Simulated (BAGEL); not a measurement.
**One shape, several levels: GaNH4O2 (SMILES [NH2][Ga]([OH])[OH])**

We compute a comparison of 4 runs (HF/6-31G*, B3LYP/6-31G*, PBE0/6-31G*, RI-MP2/6-31G*) of GaNH4O2. 

The calculation is run with BAGEL 1.2.2.

26 further runs of the same task are left out: 1 that didn't finish, 25 set aside as unsound or not needed.

### 1 The structure to begin with

The species is GaNH4O2 (8 atoms), meant as a singlet with charge 0. SMILES: `[NH2][Ga]([OH])[OH]`. The coordinates come from a PBE0-D4/def2-TZVP relaxation. This is one conformer, not always the lowest.

Bond lengths: N1–Ga2 1.809 Å, Ga2–O3 1.777 Å, Ga2–O4 1.785 Å, N1–H5 1.007 Å, N1–H6 1.006 Å, O3–H7 0.960 Å, O4–H8 0.959 Å. Angles: N1–Ga2–O3 119.2°, N1–Ga2–O4 124.8°, O3–Ga2–O4 115.9°, Ga2–N1–H5 119.5°, Ga2–N1–H6 121.6°, Ga2–O3–H7 112.6°, Ga2–O4–H8 114.8°, H5–N1–H6 111.4°.

### 2 The energy at HF/6-31G(d) (density fitting with qzvpp-jkfit, spherical functions) (run 1)

Input file hf.json:

```json
{ "bagel" : [

{
  "title" : "molecule",
  "basis" : "6-31gs.json",
  "df_basis" : "qzvpp-jkfit",
  "angstrom" : true,
  "geometry" : [
    { "atom" : "N", "xyz" : [      -1.492100,       0.219900,       0.286200 ] },
    { "atom" : "Ga", "xyz" : [       0.280500,       0.070800,      -0.042300 ] },
    { "atom" : "O", "xyz" : [       1.348200,       1.445900,       0.316200 ] },
    { "atom" : "O", "xyz" : [       1.059800,      -1.345600,      -0.798200 ] },
    { "atom" : "H", "xyz" : [      -1.827200,       0.968900,       0.869400 ] },
    { "atom" : "H", "xyz" : [      -2.086100,      -0.589000,       0.350800 ] },
    { "atom" : "H", "xyz" : [       2.255200,       1.288100,       0.045800 ] },
    { "atom" : "H", "xyz" : [       0.461800,      -2.058900,      -1.027800 ] }
  ]
},

{ "title" : "hf" },

{ "title" : "print", "file" : "orbitals.molden", "orbitals" : true }

]}
```

The basis set 6-31G* is read from a file made from the Basis Set Exchange's data (not shown).

Launch:

```
$ BAGEL_NUM_THREADS=1 BAGEL hf.json > hf.out
```

Output:

```text
* using 1 threads per process

  ===============================================================
  ===============================================================

  *** Geometry ***

  { "atom" : "N", "xyz" : [     -2.819660,      0.415551,      0.540840 ] },
  { "atom" : "Ga", "xyz" : [      0.530068,      0.133793,     -0.079935 ] },
  { "atom" : "O", "xyz" : [      2.547729,      2.732355,      0.597531 ] },
  { "atom" : "O", "xyz" : [      2.002732,     -2.542815,     -1.508379 ] },
  { "atom" : "H", "xyz" : [     -3.452908,      1.830956,      1.642928 ] },
  { "atom" : "H", "xyz" : [     -3.942158,     -1.113049,      0.662916 ] },
  { "atom" : "H", "xyz" : [      4.261710,      2.434156,      0.086549 ] },
  { "atom" : "H", "xyz" : [      0.872676,     -3.890757,     -1.942261 ] },

  Number of auxiliary basis functions:      569

  Since a DF basis is specified, we compute 2- and 3-index integrals:
    o Being stored without compression. Storage requirement is 0.031 GB

  Number of basis functions:       82
  Number of electrons      :       58

    * METHOD: MOLECULE                             0.37

  *** RHF ***

  === Nuclear Repulsion ===
   294.6207969230

      * DIIS with orbital gradients will be used.

  === RHF iteration (6-31gs.json) ===
      0      -2129.12625913          0.02877230           0.11
      1      -2129.35792950          0.01908897           0.10
      2      -2129.52217058          0.00151975           0.10
      3      -2129.52321995          0.00068694           0.10
      4      -2129.52343109          0.00009013           0.10
      5      -2129.52343901          0.00002369           0.10
      6      -2129.52343996          0.00000673           0.10
      7      -2129.52344003          0.00000265           0.10
      8      -2129.52344003          0.00000072           0.10
      9      -2129.52344004          0.00000023           0.10
     10      -2129.52344004          0.00000010           0.11
     11      -2129.52344004          0.00000003           0.10
     12      -2129.52344004          0.00000002           0.10
     13      -2129.52344004          0.00000001           0.10
    * SCF iteration converged.

    * Permanent dipole moment:
           (    0.690313,     0.684148,    -0.165300) a.u.

    * METHOD: HF                                   1.71

    * METHOD: PRINT                                0.02

  ===============================================================
```

It took 2.2 s on 1 thread of Arm Neoverse V1, shared host; peak memory 0.14 GiB.

### 3 A single-point energy at B3LYP/6-31G(d) (density fitting with qzvpp-jkfit, spherical functions) (run 2)

Input file calc.json:

```json
{ "bagel": [

{
  "title": "molecule",
  "basis": "6-31gs.json",
  "df_basis": "qzvpp-jkfit",
  "angstrom": "true",
  "geometry": [
    { "atom": "N", "xyz": [      -1.492100,       0.219900,       0.286200 ] },
    { "atom": "Ga", "xyz": [       0.280500,       0.070800,      -0.042300 ] },
    { "atom": "O", "xyz": [       1.348200,       1.445900,       0.316200 ] },
    { "atom": "O", "xyz": [       1.059800,      -1.345600,      -0.798200 ] },
    { "atom": "H", "xyz": [      -1.827200,       0.968900,       0.869400 ] },
    { "atom": "H", "xyz": [      -2.086100,      -0.589000,       0.350800 ] },
    { "atom": "H", "xyz": [       2.255200,       1.288100,       0.045800 ] },
    { "atom": "H", "xyz": [       0.461800,      -2.058900,      -1.027800 ] }
  ]
},

{
  "title": "ks",
  "xc_func": "b3lyp"
},

{
  "title": "print",
  "file": "orbitals.molden",
  "orbitals": "true"
}

]}
```

The basis set 6-31G* is read from a file made from the Basis Set Exchange's data (not shown).

Launch:

```
$ BAGEL_NUM_THREADS=1 BAGEL calc.json > calc.out
```

Output:

```text
* using 1 threads per process

  ===============================================================
  ===============================================================

  *** Geometry ***

  { "atom" : "N", "xyz" : [     -2.819660,      0.415551,      0.540840 ] },
  { "atom" : "Ga", "xyz" : [      0.530068,      0.133793,     -0.079935 ] },
  { "atom" : "O", "xyz" : [      2.547729,      2.732355,      0.597531 ] },
  { "atom" : "O", "xyz" : [      2.002732,     -2.542815,     -1.508379 ] },
  { "atom" : "H", "xyz" : [     -3.452908,      1.830956,      1.642928 ] },
  { "atom" : "H", "xyz" : [     -3.942158,     -1.113049,      0.662916 ] },
  { "atom" : "H", "xyz" : [      4.261710,      2.434156,      0.086549 ] },
  { "atom" : "H", "xyz" : [      0.872676,     -3.890757,     -1.942261 ] },

  Number of auxiliary basis functions:      569

  Since a DF basis is specified, we compute 2- and 3-index integrals:
    o Being stored without compression. Storage requirement is 0.031 GB

  Number of basis functions:       82
  Number of electrons      :       58

    * METHOD: MOLECULE                             0.37

  *** Kohn-Sham DFT ***

    * Removing 13838 points whose weight is below 1.00e-10
    * Grid points: 105410

  === Nuclear Repulsion ===
   294.6207969230

       - DIIS with orbital gradients will be used.

  === KS iteration (b3lyp / 6-31gs.json) ===
      0      -2045.32867777          0.13116571           0.44
      1      -1896.17911709          0.22857716           0.43
      2      -2030.44879306          0.11461094           0.44
      3      -2062.53335599          0.16046251           0.44
      4      -2067.25269466          0.15745066           0.43
      5      -2066.48454425          0.15830412           0.42
      6      -2066.31201101          0.15881242           0.43
      7      -2066.38874641          0.15984480           0.43
      8      -2041.82291079          0.15552458           0.43
      9      -2129.49387472          0.08401372           0.43
     10      -2082.12802138          0.22160218           0.43
     11      -2076.13078738          0.16822155           0.46
     12      -2077.19638998          0.18038573           0.44
     13      -2112.22766406          0.24275815           0.43
     14      -2127.65424423          0.09152879           0.43
     15      -2128.46864422          0.09317064           0.43
     16      -2131.58128455          0.04335465           0.44
     17      -2131.86267253          0.02984120           0.43
     18      -2132.26187388          0.00641953           0.43
     19      -2132.26816758          0.00478211           0.44
     20      -2132.27823096          0.00067058           0.44
     21      -2132.27838974          0.00016840           0.44
     22      -2132.27839396          0.00014094           0.43
     23      -2132.27840212          0.00003688           0.43
     24      -2132.27840247          0.00002554           0.45
     25      -2132.27840273          0.00000384           0.43
     26      -2132.27840273          0.00000528           0.46
     27      -2132.27840274          0.00000068           0.44
     28      -2132.27840274          0.00000018           0.44
     29      -2132.27840274          0.00000018           0.44
     30      -2132.27840274          0.00000003           0.45
     31      -2132.27840274          0.00000002           0.45
     32      -2132.27840274          0.00000000           0.45
    * SCF iteration converged.

    * Permanent dipole moment:
           (    0.650338,     0.605111,    -0.143240) a.u.

    * METHOD: KS                                  14.99

    * METHOD: PRINT                                0.02

  ===============================================================
```

It took 16 s on 1 thread of Arm Neoverse V1, shared host; peak memory 0.45 GiB.

### 4 A single-point energy at PBE0/6-31G(d) (density fitting with qzvpp-jkfit, spherical functions) (run 3)

Input file input.json:

```json
{ "bagel" : [

{
  "title" : "molecule",
  "basis" : "6-31gs.json",
  "df_basis" : "qzvpp-jkfit",
  "angstrom" : true,
  "geometry" : [
    { "atom" : "N", "xyz" : [   -1.492100,    0.219900,    0.286200 ] },
    { "atom" : "Ga", "xyz" : [    0.280500,    0.070800,   -0.042300 ] },
    { "atom" : "O", "xyz" : [    1.348200,    1.445900,    0.316200 ] },
    { "atom" : "O", "xyz" : [    1.059800,   -1.345600,   -0.798200 ] },
    { "atom" : "H", "xyz" : [   -1.827200,    0.968900,    0.869400 ] },
    { "atom" : "H", "xyz" : [   -2.086100,   -0.589000,    0.350800 ] },
    { "atom" : "H", "xyz" : [    2.255200,    1.288100,    0.045800 ] },
    { "atom" : "H", "xyz" : [    0.461800,   -2.058900,   -1.027800 ] }
  ]
},
{
  "title" : "ks",
  "xc_func" : "pbe0"
},
{
  "title" : "print",
  "file" : "orbitals.molden",
  "orbitals" : true
}

]}
```

The basis set 6-31G* is read from a file made from the Basis Set Exchange's data (not shown).

Launch:

```
$ BAGEL_NUM_THREADS=1 BAGEL input.json > input.out
```

Output:

```text
* using 1 threads per process

  ===============================================================
  ===============================================================

  *** Geometry ***

  { "atom" : "N", "xyz" : [     -2.819660,      0.415551,      0.540840 ] },
  { "atom" : "Ga", "xyz" : [      0.530068,      0.133793,     -0.079935 ] },
  { "atom" : "O", "xyz" : [      2.547729,      2.732355,      0.597531 ] },
  { "atom" : "O", "xyz" : [      2.002732,     -2.542815,     -1.508379 ] },
  { "atom" : "H", "xyz" : [     -3.452908,      1.830956,      1.642928 ] },
  { "atom" : "H", "xyz" : [     -3.942158,     -1.113049,      0.662916 ] },
  { "atom" : "H", "xyz" : [      4.261710,      2.434156,      0.086549 ] },
  { "atom" : "H", "xyz" : [      0.872676,     -3.890757,     -1.942261 ] },

  Number of auxiliary basis functions:      569

  Since a DF basis is specified, we compute 2- and 3-index integrals:
    o Being stored without compression. Storage requirement is 0.031 GB

  Number of basis functions:       82
  Number of electrons      :       58

    * METHOD: MOLECULE                             0.37

  *** Kohn-Sham DFT ***

    * Removing 13838 points whose weight is below 1.00e-10
    * Grid points: 105410

  === Nuclear Repulsion ===
   294.6207969230

       - DIIS with orbital gradients will be used.

  === KS iteration (pbe0 / 6-31gs.json) ===
      0      -2044.85173746          0.13084776           0.46
      1      -1896.82673805          0.22743985           0.43
      2      -2030.17955953          0.11451848           0.45
      3      -2062.69570136          0.15934092           0.42
      4      -2067.38065788          0.15583413           0.43
      5      -2066.65805395          0.15666921           0.42
      6      -2066.38362801          0.15706005           0.42
      7      -2066.11146884          0.15828744           0.44
      8      -2042.11063995          0.15519970           0.43
      9      -2128.74515989          0.08484624           0.42
     10      -2077.46305645          0.18940186           0.42
     11      -2075.19761071          0.16493496           0.43
     12      -2077.31209198          0.18795765           0.44
     13      -2121.33536742          0.18757969           0.42
     14      -2127.11936297          0.09263032           0.43
     15      -2128.19666615          0.09029554           0.43
     16      -2131.34346502          0.03355116           0.43
     17      -2131.54849215          0.02093796           0.44
     18      -2131.75185773          0.00252177           0.43
     19      -2131.75389853          0.00082192           0.45
     20      -2131.75409600          0.00040534           0.44
     21      -2131.75416418          0.00012165           0.43
     22      -2131.75416855          0.00007237           0.43
     23      -2131.75417085          0.00000317           0.45
     24      -2131.75417086          0.00000188           0.44
     25      -2131.75417086          0.00000086           0.43
     26      -2131.75417086          0.00000033           0.43
     27      -2131.75417086          0.00000011           0.44
     28      -2131.75417086          0.00000007           0.46
     29      -2131.75417086          0.00000003           0.44
     30      -2131.75417086          0.00000001           0.43
    * SCF iteration converged.

    * Permanent dipole moment:
           (    0.655237,     0.615647,    -0.147433) a.u.

    * METHOD: KS                                  14.02

    * METHOD: PRINT                                0.02

  ===============================================================
```

Run time: 15 s. Hardware: 1 thread of Arm Neoverse V1, shared host; peak memory 0.45 GiB.

### 5 A single-point energy at RI-MP2/6-31G(d) (density fitting with qzvpp-jkfit, spherical functions) (run 4)

input.json, as its differences from that of step 4:

```diff
@@ -18,11 +18,4 @@
 },
-{
-  "title" : "ks",
-  "xc_func" : "pbe0"
-},
-{
-  "title" : "print",
-  "file" : "orbitals.molden",
-  "orbitals" : true
-}
+{ "title" : "hf" },
+{ "title" : "mp2", "ncore" : 12 }
```

The basis set 6-31G* is read from a file made from the Basis Set Exchange's data (not shown).

Launch:

```
$ BAGEL_NUM_THREADS=1 BAGEL input.json > input.out
```

Output:

```text
* using 1 threads per process

  ===============================================================
  ===============================================================

  *** Geometry ***

  { "atom" : "N", "xyz" : [     -2.819660,      0.415551,      0.540840 ] },
  { "atom" : "Ga", "xyz" : [      0.530068,      0.133793,     -0.079935 ] },
  { "atom" : "O", "xyz" : [      2.547729,      2.732355,      0.597531 ] },
  { "atom" : "O", "xyz" : [      2.002732,     -2.542815,     -1.508379 ] },
  { "atom" : "H", "xyz" : [     -3.452908,      1.830956,      1.642928 ] },
  { "atom" : "H", "xyz" : [     -3.942158,     -1.113049,      0.662916 ] },
  { "atom" : "H", "xyz" : [      4.261710,      2.434156,      0.086549 ] },
  { "atom" : "H", "xyz" : [      0.872676,     -3.890757,     -1.942261 ] },

  Number of auxiliary basis functions:      569

  Since a DF basis is specified, we compute 2- and 3-index integrals:
    o Being stored without compression. Storage requirement is 0.031 GB

  Number of basis functions:       82
  Number of electrons      :       58

    * METHOD: MOLECULE                             0.37

  *** RHF ***

  === Nuclear Repulsion ===
   294.6207969230

      * DIIS with orbital gradients will be used.

  === RHF iteration (6-31gs.json) ===
      0      -2129.12625913          0.02877230           0.11
      1      -2129.35792950          0.01908897           0.10
      2      -2129.52217058          0.00151975           0.11
      3      -2129.52321995          0.00068694           0.10
      4      -2129.52343109          0.00009013           0.10
      5      -2129.52343901          0.00002369           0.10
      6      -2129.52343996          0.00000673           0.10
      7      -2129.52344003          0.00000265           0.10
      8      -2129.52344003          0.00000072           0.11
      9      -2129.52344004          0.00000023           0.10
     10      -2129.52344004          0.00000010           0.10
     11      -2129.52344004          0.00000003           0.11
     12      -2129.52344004          0.00000002           0.10
     13      -2129.52344004          0.00000001           0.10
    * SCF iteration converged.

    * Permanent dipole moment:
           (    0.690313,     0.684148,    -0.165300) a.u.

    * METHOD: HF                                   1.73

  *** RHF ***

  === Nuclear Repulsion ===
   294.6207969230

      * DIIS with orbital gradients will be used.

  === RHF iteration (6-31gs.json) ===
      0      -2129.52344004          0.00000000           0.11
    * SCF iteration converged.

    * Permanent dipole moment:
           (    0.690313,     0.684148,    -0.165300) a.u.

  === DF-MP2 calculation ===

    * freezing 12 orbitals
    * 3-index integral transformation done
    * assembly done

      MP2 correlation energy:   -0.7676800683      0.06

      MP2 total energy:       -2130.2911201037

    * METHOD: MP2                                  0.28

  ===============================================================
```

Run time: 2.5 s. Hardware: 1 thread of Arm Neoverse V1, shared host; peak memory 0.14 GiB.

### 6 Overview of the runs

| run | level | frozen core orbitals | energy (Eh) | dipole moment (D) | HOMO energy (eV) | LUMO energy (eV) | wall time |
| --- | --- | --- | --- | --- | --- | --- | --- |
| 1 | HF/6-31G* (density fitting with qzvpp-jkfit, spherical functions) | – | -2129.523440 | 2.51 | -11.05 | 2.44 | 2.2 s |
| 2 | B3LYP/6-31G* (density fitting with qzvpp-jkfit, spherical functions) | – | -2132.278403 | 2.29 | -6.97 | -0.73 | 16 s |
| 3 | PBE0/6-31G* (density fitting with qzvpp-jkfit, spherical functions) | – | -2131.754171 | 2.32 | -7.28 | -0.40 | 15 s |
| 4 | RI-MP2/6-31G* (density fitting with qzvpp-jkfit, spherical functions) | 12 | -2130.291120 | – | – | – | 2.5 s |

### 7 Results

| quantity | value |
| --- | --- |
| run 4: total energy | -2130.29112 Eh |
| run 4: correlation energy (12 core orbitals frozen) | -767.7 mEh |

**Reading.** Over runs 1, 2, 3 the dipole moment (its size) runs from 2.29 D (B3LYP/6-31G*) to 2.51 D (HF/6-31G*). Over runs 1, 2, 3 the HOMO–LUMO gap runs from 6.24 eV (B3LYP/6-31G*) to 13.49 eV (HF/6-31G*). Exact exchange widens orbital gaps. Totals of different functionals can't be ranked against each other. All runs together took 35 s, the longest 16 s.
